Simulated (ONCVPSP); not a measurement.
**Pseudopotential generation for Ni: ONCV, PBE**

Do these settings give a usable potential? It is generated, then checked for transferability, scattering, ghosts and hardness.

Method: ONCVPSP 4.0.1.1 (patched build), PBE, scalar-relativistic.

### 1 The design

The settings as typed:

| Item | Value |
| --- | --- |
| element | nickel (Ni, Z = 28) |
| type | optimised norm-conserving Vanderbilt (ONCV) |
| frozen core | [Ar] |
| valence charge | 10 |
| reference configuration | 3d8 4s2 |
| partial waves | 4s: rc 2.35 bohr, ncon 4, nbas 7, qcut 2.8 1/bohr, 1 projector; p scattering state at 0.35 Ha: rc 2.50 bohr, ncon 4, nbas 7, qcut 3.7 1/bohr, 3 projectors, debl 3.2 Ha; 3d: rc 1.15 bohr, ncon 4, nbas 9, qcut 16.5 1/bohr, 2 projectors, debl 2.9 Ha |
| local potential | polynomial inside 1.05 bohr (lpopt 4, dvloc0 3 Ha) |
| core correction | polynomial model core, fcfact 0.6 |

The nodes and maxima of the atom's own shells, from an earlier all-electron run, set the scale for the radii.

All-electron outer shells of the reference configuration (PBE, scalar-relativistic, ld1.x):

| shell | level (eV) | outermost node (bohr) | outermost maximum (bohr) |
| --- | --- | --- | --- |
| 3p | -71.39 | 0.27 | 0.65 |
| 3d | -8.87 | – | 0.63 |
| 4s | -5.64 | 0.92 | 2.24 |
| 4p | -1.22 | 1.00 | 3.17 |

### 2 Generating the potential

File Ni.dat:

```
# ATOM AND REFERENCE CONFIGURATION
# atsym  z   nc   nv     iexc    psfile
  Ni 28.00    5    2        4      upf
#
#   n    l    f
    1    0    2.00
    2    0    2.00
    2    1    6.00
    3    0    2.00
    3    1    6.00
    3    2    8.00
    4    0    2.00
#
# PSEUDOPOTENTIAL AND OPTIMIZATION
# lmax
    2
#
#   l,   rc,      ep,       ncon, nbas, qcut
    0    2.35    0.00    4    7    2.80
    1    2.50    0.35    4    7    3.70
    2    1.15    0.00    4    9   16.50
#
# LOCAL POTENTIAL
# lloc, lpopt,  rc(5),   dvloc0
    4    4    1.05    3.00
#
# VANDERBILT-KLEINMAN-BYLANDER PROJECTORs
# l, nproj, debl
    0    1    2.00
    1    3    3.20
    2    2    2.90
#
# MODEL CORE CHARGE
# icmod, fcfact, rcfact
    1    0.60    0.00
#
# LOG DERIVATIVE ANALYSIS
# epsh1, epsh2, depsh
   -2.00    5.00    0.02
#
# OUTPUT GRID
# rlmax, drl
    6.00    0.01
#
# TEST CONFIGURATIONS
# ncnf
    4
# nvcnf
#   n    l    f
    2
    3    2    8.00
    4    0    1.00
#
    2
    3    2    8.00
    4    0    0.00
#
    2
    3    2    7.00
    4    0    0.00
#
    2
    3    2    9.00
    4    0    1.00
#
```

On the command line:

```console
$ oncvpsp.x < Ni.dat > Ni.out
```

Before running it: what results should come out? Wanted: cutoffs for 1 and 0.1 mHa per electron, occupied waves; bound ghosts; GHOST(+) flags; largest test error; largest phase difference near zero energy, channels read; rms error of d²Exc/dn², without and with the model core; projector energies reset by the program.

As calculated:

| quantity | value |
| --- | --- |
| cutoffs for 1 and 0.1 mHa per electron, occupied waves | 88 Ha and 101 Ha |
| bound ghosts | none below the valence levels; a pole at negative energy in s is suspect |
| GHOST(+) flags | s at 0 eV, p at 256 eV |
| largest test error (AE − PS) | -182 meV, for 3d7 4s0 (1 test unsolved) |
| largest phase difference near zero energy, channels read | 3.117 rad |
| rms error of d²Exc/dn², without and with the model core | 9.89 and 2.24 mHa |
| projector energies reset by the program | p: 0.050, 3.250, 6.450 Ha |

In words: By total energies transferability is fair for so large an energy: the largest error is 182 meV on 64.1 eV, for 3d7 4s0. That test lies far up in energy; among those under 40 eV, nearer to bonding, the largest error is 52 meV. Of the tests 1 gave no usable energy difference, which is a warning in itself. The potential is very hard: the looser tolerance needs 88 Ha. At the looser tolerance the 3d wave is the slowest; 4s needs 5 Ha. The ghost test, which looks below the valence levels, finds nothing, but the pseudo curve has an extra pole at negative energy (s at -0.00 Ha): a spurious bound state among the atom's levels is likely, and the file can't be cleared. Near zero energy the largest phase difference among the channels read is 3.12 rad, in the s channel. A step near π is an extra or missing state, not a misfit of shape. The pseudo curves have a pole with no partner nearby in the atom's: s at -0.00 Ha. The program also flags highly localised states, GHOST(+) (s, p). All of this concerns the isolated atom, not yet a solid.
